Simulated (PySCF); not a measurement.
# CH9BSi2: the cost of one run

Computed with PySCF 2.14.0, with density-fitted response routines of our own, on a single molecule in the gas phase. Atoms count from 0, in the outputs and in this text.

## (1) Starting geometry

13 atoms, charge 0, multiplicity 1; geometry from: GFN2-xTB. The atoms were then displaced at random by about 0.01 Å, so the start is not that level's minimum.

Bonds of the start (Å): B0–C1 1.51, C1–Si2 1.92, Si2–Si3 2.35, B0–H4 1.18, B0–H5 1.19, C1–H6 1.08, C1–H7 1.09, Si2–H8 1.44, Si2–H9 1.49, Si3–H10 1.48, Si3–H11 1.44, Si3–H12 1.47.

## (2) Optimising the geometry at PBE0-D3(BJ)/def2-SVP

What the job is given:

```
{"job": {"xc": "PBE0", "basis": "def2-SVP", "d3": "d3bj", "grid": 1, "shake": 0.01, "kind": "geom"}, "charge": 0, "multiplicity": 1}
B     -1.801340     0.727600    -0.479480
C     -1.360160    -0.585410     0.127730
Si     0.368590    -0.954840    -0.610900
Si     1.983900     0.625990     0.041610
H     -1.508950     1.765230    -0.006050
H     -2.455540     0.770530    -1.474060
H     -1.975560    -1.436850    -0.111330
H     -1.210290    -0.550250     1.206830
H      0.263590    -1.065760    -2.045290
H      0.708970    -2.317820    -0.128320
H      1.685720     1.182950     1.384270
H      3.304510     0.049210     0.108400
H      2.002390     1.772540    -0.884980
```

Launch:

```bash
$ OMP_NUM_THREADS=1 python probes_run.py task.json out
```

This one command runs all jobs of the session in turn.

**Question.** How long does this first job take on 1 thread of Arm Neoverse V1, shared host, and how much memory does it need?

About 52 s, with a peak of 0.45 GiB.
